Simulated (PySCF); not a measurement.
# BBr2F (dibromofluoroborane): SVWN5/cc-pVDZ

Aim: the vertical singlet–triplet gap of BBr2F (dibromofluoroborane) at SVWN5/cc-pVDZ, from 2 runs. Input form: a Python script.

The results are computed with PySCF 2.14.0.

2 further runs of the same task are left out: 2 set aside as unsound or not needed.

## (1) Starting point

BBr2F has 4 atoms, charge 0, and is taken as a singlet. As SMILES, `FB(Br)Br`. The coordinates come from a PBE0-D4/def2-TZVP relaxation.

Bond lengths: F1–B2 1.307 Å, B2–Br3 1.901 Å, B2–Br4 1.901 Å. Angles: F1–B2–Br3 119.1°, F1–B2–Br4 119.1°, Br3–B2–Br4 121.7°.

## (2) The energy at SVWN5/cc-pVDZ

The input, job.py:

```python
# FB(Br)Br
from pyscf import gto, dft

mol = gto.M(
    atom='''
F      2.487919     0.880537     0.688560
B      0.234250     0.082713     0.064553
Br    -0.912813    -3.079158     1.325548
Br    -1.809356     2.115907    -2.078661
''',
    verbose=3,
    basis='cc-pvdz',
    max_memory=1860,
    unit='bohr',
    spin=0,
)

mf = dft.RKS(mol, xc='svwn')
mf.grids.level = 5
mf.conv_tol = 1e-10
mf.kernel()
if not mf.converged:
    mf = mf.newton().run(mf.mo_coeff, mf.mo_occ)

energy = mf.e_tot
print('Final energy', energy)
```

The run is started by

```console
OMP_NUM_THREADS=1 python job.py
```

Standard output:

```text
converged SCF energy = -5265.08855223729
Final energy -5265.0885522372855
```

It took 8.1 s on 1 thread of Arm Neoverse V2, shared host; peak memory 0.27 GiB.

## (3) The triplet at the same level

The input, input.py:

```python
from pyscf import gto, dft

molecule = gto.M(
    atom='''
F      2.487919     0.880537     0.688560
B      0.234250     0.082713     0.064553
Br    -0.912813    -3.079158     1.325548
Br    -1.809356     2.115907    -2.078661
''',
    verbose=4,
    charge=0,
    basis='cc-pvdz',
    max_memory=1860,
    unit='bohr',
    spin=2,
)

mf = dft.UKS(molecule)
mf.xc = 'svwn'
mf.grids.level = 5
mf.conv_tol = 1e-10
mf.kernel()
if not mf.converged:
    mf = mf.newton().run(mf.mo_coeff, mf.mo_occ)

e_tot = mf.e_tot
print('E(%s) = %.9f' % ('SVWN5', e_tot))
```

The run is started by

```console
OMP_NUM_THREADS=1 python input.py
```

Standard output:

```text
PySCF version 2.14.0

[INPUT] num. atoms = 4
[INPUT] num. electrons = 84
[INPUT] charge = 0
[INPUT] spin (= nelec alpha-beta = 2S) = 2
[INPUT] symmetry False subgroup None
[INPUT] Mole.unit = bohr
[INPUT] Symbol           X                Y                Z      unit          X                Y                Z       unit  Magmom
[INPUT]  1 F      1.316550037415   0.465960113772   0.364370260351 AA    2.487919000000   0.880537000000   0.688560000000 Bohr   0.0
[INPUT]  2 B      0.123959761658   0.043769834647   0.034159976497 AA    0.234250000000   0.082713000000   0.064553000000 Bohr   0.0
[INPUT]  3 Br    -0.483039837432  -1.629420242422   0.701449793581 AA   -0.912813000000  -3.079158000000   1.325548000000 Bohr   0.0
[INPUT]  4 Br    -0.957469961641   1.119689764826  -1.099980030428 AA   -1.809356000000   2.115907000000  -2.078661000000 Bohr   0.0

[... 43 lines left out ...]
[... the frontier-level lines of each cycle are left out ...]
[... 11 lines left out ...]
[... 11 lines left out ...]
[... 11 lines left out ...]
[... 11 lines left out ...]
[... 11 lines left out ...]
[... 5 lines left out ...]

cycle= 12 E= -5264.88505232909  delta_E= -3.35e-09  |g|= 3.16e-05  |ddm|= 0.000246


cycle= 13 E= -5264.88505233012  delta_E= -1.03e-09  |g|= 8.68e-06  |ddm|= 0.000241


cycle= 14 E= -5264.88505233018  delta_E= -6.37e-11  |g|= 3.2e-06  |ddm|= 5.21e-05


Extra cycle  E= -5264.88505233017  delta_E= 1.09e-11  |g|= 6.93e-06  |ddm|= 3.15e-05
converged SCF energy = -5264.88505233017  <S^2> = 2.0017485  2S+1 = 3.0011654
E(SVWN5) = -5264.885052330
```

Wall time 17 s (1 thread of Arm Neoverse V2, shared host); peak memory 0.28 GiB.

## (4) Results

Level: SVWN5/cc-pVDZ.

| quantity | value |
| --- | --- |
| singlet: total energy | -5265.08855 Eh |
| singlet: dipole moment | 0.19 D |
| singlet: HOMO energy | -7.28 eV |
| singlet: LUMO energy | -2.27 eV |
| singlet: HOMO–LUMO gap | 5.01 eV |
| triplet: total energy | -5264.88505 Eh |
| triplet: dipole moment | 1.63 D |
| triplet: HOMO energy (highest over α and β) | -1.70 eV |
| triplet: ⟨S²⟩ | 2.002 |
| vertical energy of the triplet above the singlet | 5.538 eV |

**Reading.** At this shape the triplet lies 5.54 eV (534 kJ/mol) above the singlet.
